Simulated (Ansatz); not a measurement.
# FH₂InS₂: small, medium and large basis sets

How large a basis does FH₂InS₂ need? Two functionals are run in growing sets.

Program: Ansatz 0.2.0, Gaussian basis. Level of theory: one geometry, several basis sets. These are calculated values, not measurements.

The runs, in order: PBE0-D4/def2-SVP; ωB97M-V/def2-SVP; PBE0-D4/def2-QZVPP; ωB97M-V/def2-QZVPP; the functionals' def2-TZVPP values are taken from earlier runs.

1 further run of the same task is left out (for a known fault of the program).

## 1. Structure used throughout

All runs share one geometry, relaxed beforehand with PBE0-D4 in a triple-zeta def2 set. In takes the def2 core potential; no spin-orbit term is included.

SMILES `[F][In]([SH])[SH]`, 6 atoms, charge 0, spin multiplicity 1.

Atoms are counted from 1 here; the program's logs count them from 0.

Bond lengths: F1–In2 1.946 Å, In2–S3 2.360 Å, In2–S4 2.357 Å, S3–H5 1.345 Å, S4–H6 1.345 Å. Angles: F1–In2–S3 113.6°, F1–In2–S4 114.8°, S3–In2–S4 131.6°, In2–S3–H5 91.3°, In2–S4–H6 92.9°.

## 2. PBE0-D4 in def2-SVP

Input file in.yaml:

```yaml
crystal:
  periodic: [false, false, false]
  atoms:
    - {symbol: F, position_ang: [-0.767913, -2.087525, 0.493625]}
    - {symbol: In, position_ang: [-0.263248, -0.258075, 0.062147]}
    - {symbol: S, position_ang: [2.069813, 0.081278, -0.034017]}
    - {symbol: S, position_ang: [-2.073128, 1.215183, -0.265040]}
    - {symbol: H, position_ang: [2.300076, -1.210384, 0.263211]}
    - {symbol: H, position_ang: [-1.265589, 2.259523, -0.519936]}
basis:
  gaussian: {orbitals: def2-SVP}
hamiltonian: {xc: pbe0, dispersion: d4}
output: {orbitals: {seedname: orbitals}}
```

Launch:

```sh
$ ansatz run in.yaml --threads 4 --pin off --events-out ev --progress --plain --max-ram 10444MiB
```

The runs that follow: ωB97M-V in def2-SVP; PBE0-D4 in def2-QZVPP; ωB97M-V in def2-QZVPP.

**Question.** What will the summary of the whole plan be? Wanted: PBE0-D4: double and triple zeta above quadruple; ωB97M-V: double and triple zeta above quadruple.

**Answer**, as computed:

| quantity | value |
| --- | --- |
| PBE0-D4: double and triple zeta above quadruple | 12.23, 0.87 eV |
| ωB97M-V: double and triple zeta above quadruple | 12.22, 0.83 eV |

**Reading.** PBE0-D4 gains 11.37 eV from double to triple zeta, then 0.87 eV more. These are total energies; as a rule much of such shifts cancels in differences, which this series doesn't test.
